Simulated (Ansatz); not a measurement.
# SnSe2: the cost of one run

Method: DFT PBE+D3(BJ), spin-orbit coupling, plane waves, PAW, in Ansatz 0.2.0.

3 further runs of the same task are left out: 3 set aside as unsound or not needed.

### 1 Starting point

It takes space group P-3m1 (No. 164, trigonal). The conventional cell has a = 3.838 Å, b = 3.838 Å, c = 6.015 Å, α = 90.00°, β = 90.00°, γ = 120.00°. Around Sn (site symmetry -3m) lie 6 Se at 2.73 Å. Around Se (site symmetry 3m) lie 3 Sn at 2.73 Å.

Coordinates:

```
Sn Se
1.0
     3.83808    0.00000    0.00000
    -1.91904    3.32387    0.00000
     0.00000    0.00000    6.01468
Sn Se
1 2
Direct
  0.00000 0.00000 0.00000
  0.33333 0.66667 0.26509
  0.66667 0.33333 0.73491
```

This cell was relaxed beforehand with the same method: volume 25.58 Å³/atom, gap on the mesh 0.35 eV.

### 2 Level of theory: PBE+D3(BJ) with spin-orbit coupling

The input, input.yaml:

```yaml
crystal:
  lattice:
    - [3.8380776335, 0.0, 0.0]
    - [-1.9190388167, 3.3238727323, 0.0]
    - [0.0, 0.0, 6.0146785272]
  atoms:
    - { symbol: Sn, position: [0.0, 0.0, 0.0] }
    - { symbol: Se, position: [0.3333333333, 0.6666666667, 0.2650914469] }
    - { symbol: Se, position: [0.6666666667, 0.3333333333, 0.7349085531] }
basis:
  ecutwfc: 420
kpoints:
  mp_grid: { grid: [12, 12, 6] }
  band_path:
    path:
      - [[0.0, 0.0, 0.0], [0.5, 0.0, 0.0], [0.33333333, 0.33333333, 0.0], [0.0, 0.0, 0.0], [0.0, 0.0, 0.5], [0.5, 0.0, 0.5], [0.33333333, 0.33333333, 0.5], [0.0, 0.0, 0.5]]
      - [[0.5, 0.0, 0.5], [0.5, 0.0, 0.0]]
      - [[0.33333333, 0.33333333, 0.5], [0.33333333, 0.33333333, 0.0]]
    npoints: 10
hamiltonian:
  xc: pbe
  dispersion: d3bj
scf:
  occupations: { method: gaussian, width: 0.02 }
output:
  forces: true
  stress: true
  eigenvalues: true
  populations: true
  dos: { projected: true, de: 0.02 }
  bader: false
  write_density: true
  write_potential: true
  elf: true
  volumetric_format: npy
magnetization:
  noncollinear: true
  spin_orbit: true
```

Launch:

```sh
ansatz run input.yaml --threads 2 --pin off --max-ram 5120MiB --backend cpu --events-out ev --progress --plain --runs-dir out
```

What time and memory should one allow on 2 threads of Intel Xeon Platinum 8259CL at 2.50GHz (Skylake/Cascade Lake), shared host?

About 63 s, with a peak of 1 GiB.
